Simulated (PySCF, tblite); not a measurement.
# C6H11F3Ge: geometry, infrared bands, NMR shifts and electronic excitations

Aim: predict the infrared bands, NMR shifts and electronic excitations of C6H11F3Ge (`C[C@@H]1CC[CH2][Ge@@H]1[C](F)(F)F`).

The runs use tblite 0.8.0 and PySCF 2.14.0, with density-fitted response routines of our own; the level of theory stands in each step. All values are computed, except where a source is named. Atoms count from 0, in the outputs and in this text.

## 1. The starting structure

21 atoms, charge 0, multiplicity 1; geometry from: force field or distance geometry start.

Bonds of the start (Å): C0–C1 1.52, C1–C2 1.52, C2–C3 1.54, C3–C4 1.53, C4–Ge5 1.93, Ge5–C6 1.95, C6–F7 1.39, C6–F8 1.37, C6–F9 1.39, Ge5–C1 1.93, C0–H10 1.11, C0–H11 1.10, C0–H12 1.13, C1–H13 1.12, C2–H14 1.13, C2–H15 1.10, C3–H16 1.10, C3–H17 1.12, C4–H18 1.11, C4–H19 1.11, Ge5–H20 1.56.

## 2. Relaxing the molecule with GFN2-xTB

The job: settings as JSON, then the geometry in Å.

```
{"job": {"kind": "relax", "xc": "GFN2-xTB", "basis": "xTB"}, "charge": 0, "multiplicity": 1}
C     -1.569700    -1.516600     0.068300
C     -0.909200    -0.272500     0.650600
C     -1.255200     1.002600    -0.093700
C     -0.194600     2.080100     0.175000
C      1.196700     1.460400     0.020400
Ge     1.020600    -0.377500     0.569000
C      1.691500    -1.568800    -0.818000
F      3.071200    -1.452800    -0.890700
F      1.135800    -1.233900    -2.029200
F      1.352600    -2.876300    -0.496500
H     -1.269200    -2.420200     0.630600
H     -1.311500    -1.645400    -0.998100
H     -2.686600    -1.412300     0.158200
H     -1.192500    -0.171000     1.724900
H     -2.267600     1.382100     0.221800
H     -1.295200     0.814500    -1.180600
H     -0.320600     2.941300    -0.498300
H     -0.310500     2.429100     1.229000
H      1.947600     1.998200     0.639800
H      1.505200     1.492900    -1.049200
H      1.652100    -0.636900     1.966300
```

On the command line:

```
> OMP_NUM_THREADS=1 python probes_run.py task.json out
```

The driver reads the jobs from task.json and runs them one after another.

Output:

```text
step      E/eV     max force
  0    -940.57277    1.876
  1    -940.81478    0.970
  2    -940.90414    0.743
  3    -940.94362    0.473
  4    -940.97656    0.404
  5    -940.99299    0.490
  6    -941.01852    0.519
  7    -941.03615    0.379
  8    -941.04603    0.202
  9    -941.04936    0.157
 10    -941.05132    0.130
 11    -941.05391    0.181
 12    -941.05732    0.224
 13    -941.06051    0.169
 14    -941.06268    0.083
 15    -941.06437    0.100
 16    -941.06643    0.171
 17    -941.06881    0.195
 18    -941.07096    0.144
 19    -941.07258    0.080
 20    -941.07385    0.098
 21    -941.07491    0.101
 22    -941.07572    0.084
 23    -941.07628    0.066
 24    -941.07679    0.065
 25    -941.07742    0.083
 26    -941.07812    0.097
 27    -941.07874    0.083
 28    -941.07927    0.057
 29    -941.07977    0.052
 30    -941.08033    0.067
 31    -941.08091    0.081
 32    -941.08140    0.064
 33    -941.08178    0.056
 34    -941.08213    0.049
 35    -941.08248    0.063
 36    -941.08278    0.059
 37    -941.08296    0.033
 38    -941.08307    0.026
 39    -941.08317    0.025
 40    -941.08329    0.038
 41    -941.08341    0.034
 42    -941.08350    0.021
 43    -941.08355    0.016
 44    -941.08358    0.017
 45    -941.08362    0.019
 46    -941.08366    0.017
 47    -941.08369    0.011
 48    -941.08371    0.011
 49    -941.08374    0.015
 50    -941.08376    0.015
 51    -941.08378    0.013
 52    -941.08380    0.009
```

It took 0.39 s on 1 thread of Arm Neoverse V2, shared host.

Relaxation path: (not every step is listed)

```tsv
step	energy from step 0 (eV)	largest force (eV/Å)
0	0.0000	1.8765
1	-0.2420	0.9701
2	-0.3314	0.7431
3	-0.3709	0.4727
4	-0.4038	0.4036
5	-0.4202	0.4902
6	-0.4457	0.5195
7	-0.4634	0.3786
8	-0.4733	0.2017
11	-0.4811	0.1811
14	-0.4899	0.0830
17	-0.4960	0.1945
20	-0.5011	0.0981
23	-0.5035	0.0657
26	-0.5054	0.0965
29	-0.5070	0.0518
32	-0.5086	0.0636
35	-0.5097	0.0629
38	-0.5103	0.0258
41	-0.5106	0.0341
44	-0.5108	0.0169
47	-0.5109	0.0111
48	-0.5109	0.0108
49	-0.5110	0.0153
50	-0.5110	0.0153
51	-0.5110	0.0132
52	-0.5110	0.0095
```

Close pairs (by a distance rule), those that changed most:

```tsv
bond	before (Å)	after (Å)	change (Å)
Ge5–C6	1.948	2.024	+0.077
C1–Ge5	1.934	2.009	+0.075
C4–Ge5	1.926	1.990	+0.064
C6–F9	1.388	1.344	-0.044
C6–F7	1.386	1.345	-0.041
Ge5–H20	1.555	1.518	-0.038
C0–H12	1.125	1.089	-0.036
C2–H14	1.126	1.091	-0.035
```

The final coordinates are the input of the step that follows.

## 3. Infrared spectrum with GFN2-xTB

The job: settings as JSON, then the geometry in Å.

```
{"job": {"kind": "ir", "xc": "GFN2-xTB", "basis": "xTB"}, "charge": 0, "multiplicity": 1}
C     -1.658139    -1.499221     0.108809
C     -0.946059    -0.276539     0.668963
C     -1.228264     0.996613    -0.136552
C     -0.218408     2.078813     0.245258
C      1.198189     1.547380     0.010123
Ge     1.062064    -0.338071     0.633461
C      1.740242    -1.599670    -0.797003
F      3.076945    -1.539316    -0.937810
F      1.217112    -1.316397    -2.004619
F      1.442735    -2.885964    -0.543619
H     -1.422249    -2.386440     0.693933
H     -1.358626    -1.679972    -0.922215
H     -2.737025    -1.351017     0.126842
H     -1.267248    -0.117113     1.701795
H     -2.247768     1.344276     0.039277
H     -1.125356     0.776109    -1.202295
H     -0.391999     2.986602    -0.334155
H     -0.345220     2.323426     1.302641
H      1.943005     2.148971     0.524831
H      1.433285     1.561678    -1.055429
H      1.823863    -0.757203     1.877291
```

Output:

```text
mode    cm-1     km/mol
  1      27.4      0.00
  2      47.0      1.04
  3      67.4      2.11
  4     116.5      1.22
  5     175.3      0.20
  6     208.7      1.12
  7     227.9      0.10
  8     245.0      3.07
  9     259.8      3.46
 10     280.4     23.18
 11     338.9     24.19
 12     381.3     16.26
 13     453.1     10.07
 14     457.7      2.37
 15     479.9      2.20
 16     500.8     25.51
 17     564.1     50.30
 18     590.6     48.98
 19     630.7    135.58
 20     638.0     20.40
 21     764.7     55.31
 22     863.5      2.40
 23     908.7      2.56
 24     950.9      8.65
 25     976.6      2.10
 26     999.9     20.32
 27    1023.3    202.98
 28    1026.8    188.05
 29    1046.3     26.50
 30    1081.7      7.53
 31    1096.3     82.31
 32    1099.3     53.95
 33    1125.4      0.42
 34    1163.9      4.46
 35    1198.2      2.96
 36    1243.3      3.54
 37    1250.8      6.27
 38    1280.6      0.41
 39    1327.2      0.81
 40    1335.9      1.22
 41    1416.0      2.29
 42    1444.1      3.46
 43    1484.6      2.00
 44    1490.7      3.47
 45    1492.7      0.51
 46    1501.6      5.19
 47    1890.6    395.72
 48    2928.5     29.01
 49    2957.1      5.69
 50    2959.8      1.01
 51    2970.1     98.88
 52    2979.8     25.43
 53    2989.2     64.29
 54    3010.6     18.54
 55    3012.8     54.60
 56    3018.8     33.32
 57    3023.9     17.49
```

Run time: 0.85 s. Hardware: 1 thread of Arm Neoverse V2, shared host.

The strongest bands and the atoms that carry them (share of the mass-weighted mode):

```tsv
cm⁻¹	km/mol	atoms
631	135.6	H20 63 %, F8 13 %
765	55.3	H18 33 %, C4 27 %, H19 18 %
1023	203.0	C6 63 %, F7 17 %
1027	188.1	C6 70 %, F8 16 %, F9 12 %
1096	82.3	C6 41 %
1891	395.7	H20 98 %
2970	98.9	H17 47 %, H19 24 %, H15 20 %
2989	64.3	H16 70 %, H14 16 %
```

## 4. Optimising the geometry at PBE0-D3(BJ)/def2-SVP

The job: settings as JSON, then the geometry in Å.

```
{"job": {"xc": "PBE0", "basis": "def2-SVP", "d3": "d3bj", "grid": 1, "shake": 0.01, "kind": "geom"}, "charge": 0, "multiplicity": 1}
C     -1.637730    -1.524780     0.112990
C     -0.951740    -0.281070     0.666810
C     -1.248460     0.994290    -0.145200
C     -0.185180     2.081070     0.241730
C      1.195380     1.540700    -0.000430
Ge     1.058160    -0.333250     0.631080
C      1.749820    -1.601670    -0.796760
F      3.092400    -1.533860    -0.942860
F      1.215280    -1.310990    -1.985270
F      1.440040    -2.888400    -0.533600
H     -1.431110    -2.389360     0.702760
H     -1.352820    -1.679060    -0.915510
H     -2.765310    -1.340800     0.117250
H     -1.283930    -0.114350     1.708800
H     -2.252220     1.333510     0.039540
H     -1.125880     0.790160    -1.194820
H     -0.390060     2.997720    -0.336210
H     -0.354480     2.329270     1.308470
H      1.940860     2.141140     0.527120
H      1.408350     1.568580    -1.050520
H      1.807470    -0.756590     1.867650
```

Output:

```text
step   0  E = -2610.33361428  max force = 0.034842
step   1  E = -2610.34068976  max force = 0.004921
step   2  E = -2610.34135323  max force = 0.002841
step   3  E = -2610.34167043  max force = 0.001503
step   4  E = -2610.34176594  max force = 0.001505
step   5  E = -2610.34180258  max force = 0.000597
step   6  E = -2610.34182598  max force = 0.000711
step   7  E = -2610.34183727  max force = 0.000764
step   8  E = -2610.34184288  max force = 0.000489
step   9  E = -2610.34184439  max force = 0.000146
optimisation converged
```

Run time: 4.5 min. Hardware: 1 thread of Arm Neoverse V2, shared host; peak memory 1.1 GiB.

Step by step:

```tsv
step	energy from step 0 (eV)	largest force component (eV/Å)
0	0.0000	1.7916
1	-0.1925	0.2530
2	-0.2106	0.1461
3	-0.2192	0.0773
4	-0.2218	0.0774
5	-0.2228	0.0307
6	-0.2235	0.0366
7	-0.2238	0.0393
8	-0.2239	0.0251
9	-0.2240	0.0075
```

Distances of close pairs at the start and the end, largest changes first:

```tsv
bond	before (Å)	after (Å)	change (Å)
C0–H12	1.142	1.103	-0.040
C1–Ge5	2.011	1.972	-0.039
C2–C3	1.569	1.531	-0.038
C3–C4	1.502	1.537	+0.035
C0–H10	1.067	1.100	+0.033
Ge5–C6	2.031	1.998	-0.033
Ge5–H20	1.507	1.537	+0.031
C4–H19	1.072	1.102	+0.030
```

The final coordinates are the input of the step that follows.

```tsv
at the end point	value
point group (found at 0.08 Å tolerance)	C1
rotational constants (GHz, main isotopes)	1.464, 0.824, 0.689
dipole moment (D)	2.55
```

## 5. Nuclear shieldings: PBE0/pcSseg-1

The job: settings as JSON, then the geometry in Å.

```
{"job": {"kind": "nmr", "xc": "PBE0", "basis": "pcSseg-1"}, "charge": 0, "multiplicity": 1}
C     -1.481502    -1.689873     0.085012
C     -0.877790    -0.413580     0.652044
C     -1.306982     0.867038    -0.082148
C     -0.402933     2.038351     0.311065
C      1.070308     1.651570     0.106422
Ge     1.086128    -0.247784     0.596911
C      1.812647    -1.339669    -0.910952
F      3.127231    -1.156233    -1.099674
F      1.202382    -1.016510    -2.068554
F      1.620433    -2.655054    -0.726456
H     -1.163037    -2.581840     0.644867
H     -1.189713    -1.839875    -0.966006
H     -2.583295    -1.652719     0.118848
H     -1.157752    -0.316682     1.716705
H     -2.367334     1.098332     0.116364
H     -1.224353     0.696867    -1.171333
H     -0.663872     2.944883    -0.258789
H     -0.574937     2.281039     1.374702
H      1.767655     2.272274     0.685846
H      1.355755     1.734455    -0.954554
H      1.866887    -0.656171     1.856527
```

Method: GIAO PBE0/pcSseg-1 NMR shielding, non-relativistic, gas phase.

Output:

```text
coarse grid: 81592 points
cycle   1  E = -2610.5196799868  dE =  5.453e-01  |g| = 1.223e+00  |ddm| = 4.120e+00
cycle   2  E = -2610.3275732841  dE =  1.921e-01  |g| = 1.608e+00  |ddm| = 1.492e+00
cycle   3  E = -2610.7063584170  dE = -3.788e-01  |g| = 1.449e-01  |ddm| = 9.728e-01
cycle   4  E = -2610.7094437932  dE = -3.085e-03  |g| = 6.128e-02  |ddm| = 1.148e-01
cycle   5  E = -2610.7098917099  dE = -4.479e-04  |g| = 8.131e-03  |ddm| = 3.585e-02
cycle   6  E = -2610.7099030465  dE = -1.134e-05  |g| = 2.765e-03  |ddm| = 9.524e-03
cycle   7  E = -2610.7099041853  dE = -1.139e-06  |g| = 8.529e-04  |ddm| = 2.061e-03
final grid: 174192 points
cycle   8  E = -2610.7098061713  dE =  8.775e-09  |g| = 1.181e-03  |ddm| = 2.812e-03
cycle   9  E = -2610.7098059242  dE =  2.470e-07  |g| = 1.777e-03  |ddm| = 1.712e-03
cycle  10  E = -2610.7098063879  dE = -4.637e-07  |g| = 7.110e-05  |ddm| = 9.514e-04
cycle  11  E = -2610.7098063891  dE = -1.209e-09  |g| = 1.684e-05  |ddm| = 8.505e-05
cycle  12  E = -2610.7098063891  dE = -4.366e-11  |g| = 2.739e-06  |ddm| = 1.236e-05
converged SCF energy = -2610.7098063891

GIAO shielding tensors (ppm)
atom      isotropic    diamagn.    paramagn.     s11        s22        s33       span
  0 C      167.627     244.676     -77.049    157.412    161.503    183.967     26.555
  1 C      159.488     250.394     -90.906    145.241    161.500    171.723     26.482
  2 C      144.469     249.036    -104.567    120.159    152.682    160.566     40.407
  3 C      154.688     247.329     -92.641    133.568    159.697    170.798     37.230
  4 C      172.529     251.315     -78.785    155.057    170.957    191.574     36.518
  5 Ge    1385.037    2756.010   -1370.973   1299.536   1387.201   1468.374    168.838
  6 C       46.548     252.252    -205.704     40.122     41.327     58.196     18.074
  7 F      240.347     472.725    -232.379    148.669    242.975    329.396    180.726
  8 F      243.610     477.575    -233.965    148.963    253.172    328.695    179.732
  9 F      242.095     474.692    -232.597    145.324    256.354    324.606    179.282
 10 H       29.735      28.925       0.810     24.718     27.581     36.906     12.188
 11 H       29.992      30.172      -0.180     24.929     30.219     34.828      9.899
 12 H       29.817      28.470       1.347     24.479     27.136     37.835     13.356
 13 H       30.189      32.468      -2.279     26.119     27.431     37.016     10.897
 14 H       29.347      30.738      -1.392     24.067     27.344     36.630     12.563
 15 H       30.139      32.194      -2.055     26.864     28.474     35.079      8.216
 16 H       29.208      28.809       0.399     23.411     26.742     37.471     14.061
 17 H       30.136      30.450      -0.314     25.192     27.582     37.634     12.441
 18 H       30.013      29.511       0.503     24.280     27.191     38.569     14.289
 19 H       30.218      30.594      -0.376     24.699     28.564     37.390     12.691
 20 H       26.698      28.873      -2.174     20.316     21.418     38.361     18.045
```

Wall time 64 s (1 thread of Arm Neoverse V2, shared host); peak memory 1.4 GiB.

The references, computed at this level on geometries of the same kind, shield at (ppm): 1H TMS 31.27, 13C TMS 184.4, 19F CFCl3 177.2, 73Ge GeMe4 1330. Their shielding less the atom's gives the shift. The references are single molecules in the gas phase, so shifts against H2O, NH3, PH3, H3PO4 or CFCl3 are not on the usual liquid scales and can be off by tens of ppm. Atoms listed in one row are averaged.

```tsv
atoms	environment	σ (ppm)	δ (ppm)
C6	CF3 carbon	46.5	137.9
C2	sp3 CH2 in a ring	144.5	39.9
C3	sp3 CH2 in a ring	154.7	29.7
C1	sp3 CH bonded to Ge	159.5	24.9
C0	methyl carbon	167.6	16.8
C4	sp3 CH2 bonded to Ge	172.5	11.9
H20	hydrogen on a germanium bonded to 3 C, in a 5-membered ring	26.70	4.57
H16	hydrogen on an sp3 CH2 in a ring	29.21	2.06
H14	hydrogen on an sp3 CH2 in a ring	29.35	1.92
H10, H11, H12	hydrogen on a methyl carbon	29.85	1.42
H18	hydrogen on an sp3 CH2 bonded to Ge	30.01	1.25
H17	hydrogen on an sp3 CH2 in a ring	30.14	1.13
H15	hydrogen on an sp3 CH2 in a ring	30.14	1.13
H13	hydrogen on an sp3 CH bonded to Ge	30.19	1.08
H19	hydrogen on an sp3 CH2 bonded to Ge	30.22	1.05
Ge5	germanium bonded to 3 C, H, in a 5-membered ring	1385	-55
F7, F8, F9	fluorine of a CF3 group	242.0	-64.8
```

Charges from the same density, by scheme (e):

```tsv
atoms	Mulliken	IAO	Hirshfeld	ESP fit
C0	-0.19	-0.41	-0.12	-0.60
C1	-0.60	-0.33	-0.10	0.17
C2	-0.18	-0.25	-0.07	-0.11
C3	-0.20	-0.25	-0.07	-0.08
C4	-0.47	-0.50	-0.15	-0.17
Ge5	0.61	0.72	0.34	0.11
C6	0.54	0.57	0.17	0.46
F7, F8, F9	-0.27	-0.28	-0.10	-0.19
```

Mayer bond orders: C0–C1 1.03, C1–C2 0.96, C2–C3 1.04, C3–C4 1.00, C4–Ge5 0.99, Ge5–C6 0.79, C6–F7 0.96, C6–F8 0.93, C6–F9 0.95, Ge5–C1 0.92.

Ring of atoms C1, C2, C3, C4, Ge5: NICS(0) -5.2, NICS(1) -3.9, NICS(1)zz -1.8 ppm (means of both faces).

The fields below are evaluated on a grid from the run's orbitals.

Frontier orbitals at PBE0/pcSseg-1, with the share of their density that lies nearest to each atom:

```tsv
orbital	energy (eV)	lies on
HOMO	-7.92	C1 27 %; Ge5 19 %; C4 11 %
LUMO	0.92	Ge5 19 %; H20 14 %; H10 9 %
```

ELF in a plane through or near 7 of the atoms.

Values, 10 rows by 14 columns:
```
0.00 0.00 0.00 0.00 0.00 0.00 0.00 0.00 0.00 0.00 0.00 0.00 0.00 0.00
0.00 0.00 0.00 0.00 0.00 0.00 0.00 0.00 0.01 0.05 0.02 0.00 0.00 0.00
0.00 0.00 0.00 0.01 0.17 0.08 0.02 0.00 0.49 0.84 0.76 0.08 0.00 0.00
0.00 0.00 0.00 0.04 0.64 0.63 0.53 0.23 0.38 0.57 0.12 0.25 0.05 0.00
0.00 0.00 0.07 0.33 0.62 0.78 0.64 0.22 0.64 0.54 0.60 0.82 0.19 0.00
0.00 0.00 0.09 0.46 0.28 0.88 0.39 0.58 0.20 0.01 0.20 0.17 0.01 0.00
0.00 0.00 0.00 0.01 0.30 0.79 0.78 0.63 0.49 0.68 0.16 0.01 0.00 0.00
0.00 0.00 0.00 0.01 0.92 0.94 0.03 0.51 0.99 0.43 0.10 0.00 0.00 0.00
0.00 0.00 0.00 0.00 0.00 0.00 0.00 0.69 0.99 0.37 0.00 0.00 0.00 0.00
0.00 0.00 0.00 0.00 0.00 0.00 0.00 0.00 0.00 0.00 0.00 0.00 0.00 0.00
```
The map spans 11.3 Å across and 11.0 Å up, centred on the molecule. Atoms in the plane (x, y in Å): C0 (1.2, -1.9), C3 (-2.1, 0.1), C4 (-1.3, 1.4), C6 (1.9, 1.5), F7 (2.1, 2.8), F9 (3.1, 1.0), H12 (0.9, -2.9).

log10 of the density (e/Å³) in the same plane.

Ten even steps from ' ' (-4.0) to '@' (1.6):
```
                                                        
                                                        
                                ::------::..            
              ..::::::::......::==++++++++--::          
          ..::----====--------==++##%%%%**++--::        
        ....--==++++++++++======++##%%%%**++--::..      
        ..::--==++**##****++++++****####**++++==--..    
      ..::--==++**##@@##**********##%%####%%**++==::    
    ..::--==++****######**************##%%@@##**==::    
    ..::====**##%%%%##**++++****++++++**####**++--..    
    ..::--==++**######**********++========++==--::      
      ::----==++****##########******++====--::..        
      ..::::--==++**######****######**++==--::..        
          ..::==++******++++****%%%%##**==--::..        
            ::--==++++======++**####**++==--....        
            ..::::--------==++******++==--::..          
                ........::----======--::::..            
                        ....::::--::::..                
                                ..                      
                                                        
```
The map spans 11.3 Å across and 11.0 Å up, centred on the molecule. Atoms in the plane (x, y in Å): C0 (1.2, -1.9), C3 (-2.1, 0.1), C4 (-1.3, 1.4), C6 (1.9, 1.5), F7 (2.1, 2.8), F9 (3.1, 1.0), H12 (0.9, -2.9).

On the surface of density 0.002 e/bohr³ the electrostatic potential runs, from the 1st to the 99th percentile, from -0.71 V near F7 to 0.99 V near H20.

(Part 1 of 2 ends here.)
